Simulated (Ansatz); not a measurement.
# Cd2As: the cost of one run

Computed with Ansatz 0.2.0 (DFT PBE, scalar-relativistic, plane waves, PAW, unless a step's input says otherwise).

### 1 Starting point

Symmetry: P4_2/nmc, No. 137, tetragonal system. Conventional cell: a = 4.667 Å, b = 4.667 Å, c = 6.719 Å, α = 90.00°, β = 90.00°, γ = 90.00°. Around Cd (site symmetry 2mm) lie 4 As at 2.70 to 3.07 Å. As (site symmetry -4m2) has 8 Cd at 2.70 to 3.07 Å as nearest neighbours.

As a file:

```
CELL_PARAMETERS angstrom
4.66737 0.00000 0.00000
0.00000 4.66737 0.00000
0.00000 0.00000 6.71922
ATOMIC_POSITIONS crystal
Cd 0.00000 0.50000 0.20300
Cd 0.00000 0.50000 0.70300
Cd 0.50000 0.00000 0.29700
Cd 0.50000 0.00000 0.79700
As 0.00000 0.00000 0.00000
As 0.50000 0.50000 0.50000
```

This is candidate A: anti-tetragonal zirconia type (P4_2/nmc, No. 137).

(A quick probe on a coarse mesh, which set the mesh and smearing, is not shown.)

### 3 Relaxing cell and atoms (candidate A)

Contents of input.yaml:

```yaml
crystal:
  lattice:
    - [4.6673705579, 0.0, 0.0]
    - [0.0, 4.6673705579, 0.0]
    - [0.0, 0.0, 6.7192173128]
  atoms:
    - { symbol: Cd, position: [0.0, 0.5, 0.203] }
    - { symbol: Cd, position: [0.0, 0.5, 0.703] }
    - { symbol: Cd, position: [0.5, 0.0, 0.297] }
    - { symbol: Cd, position: [0.5, 0.0, 0.797] }
    - { symbol: As, position: [0.0, 0.0, 0.0] }
    - { symbol: As, position: [0.5, 0.5, 0.5] }
basis:
  ecutwfc: 420
kpoints:
  mp_grid: { grid: [8, 8, 6] }
hamiltonian:
  xc: pbe
scf:
  occupations: { method: gaussian, width: 0.1 }
output:
  forces: true
  stress: true
  eigenvalues: true
relax:
  adjacent_minimum: "off"
  f_tol: 0.01
  max_steps: 80
  cell: { stress_tol: 0.05 }
```

Run with:

```sh
> ansatz run input.yaml --threads 1 --pin off --max-ram 2560MiB --backend cpu --events-out ev --progress --plain --runs-dir out
```

**Question.** How long does this run take on 1 thread of Intel Xeon at 2.50GHz (Skylake/Cascade Lake), shared host, and how much memory does it need?

About 14 min, with a peak of 0.71 GiB.
